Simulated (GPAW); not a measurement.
Runs of GPAW 26.7.0 on NaLaMnMoO6. The structure is cubic, space group F-43m (No. 216). Conventional cell: a = 7.725 Å, b = 7.725 Å, c = 7.725 Å, α = 90.00°, β = 90.00°, γ = 90.00°. Na (site symmetry -43m) has 12 O at 2.73 Å as nearest neighbours. La (site symmetry -43m) is surrounded by 12 O at 2.73 Å. Around Mn (site symmetry -43m) lie 6 O at 1.91 Å. Mo (site symmetry -43m) has 6 O at 1.96 Å as nearest neighbours. O (site symmetry 2mm) has 1 Mn at 1.91 Å and 1 Mo at 1.96 Å as nearest neighbours. The cell was built by a generator and needn't be a form met in nature.

```tsv
level	gap on the mesh (eV)	pressure (GPa)	moment (μB)	largest force (eV/Å)
PBE+D3(BJ)	none	-1.5	1.59	0.29
PBE	none	(a)	1.59	0.30
PBE+D3	none	(b)	1.59	0.30
PBE+D4	none	-1.3	1.59	0.30
```

Alike in all rows: task single point; potentials or basis GPAW PAW data sets (gpaw-data 1.2.1), pw; spin collinear, ferromagnetic start; cell as given; k mesh 3 × 3 × 3; cutoff (eV) 800; smearing fermi-dirac 0.05 eV; the mesh is coarse, so values aren't converged.

Q: Estimate the missing entries.

A: (a) 1.8; (b) -0.2.

Caveats: all runs use coarse meshes; one-centre terms of the f shell are cut off; a cell with one magnetic atom can't hold antiferromagnetic order, which such compounds often take; semilocal functionals often make such compounds metallic where correlation or magnetic order opens a gap, which also shifts bond lengths; pairwise dispersion overbinds metals, which lowers pressure and volume (some runs).

A k mesh can miss the band edges, and the runs leave out spin-orbit coupling on La, Mo.

A gap of «none» marks a metal or a gap under the smearing width.

Not every run made on this cell is shown here.
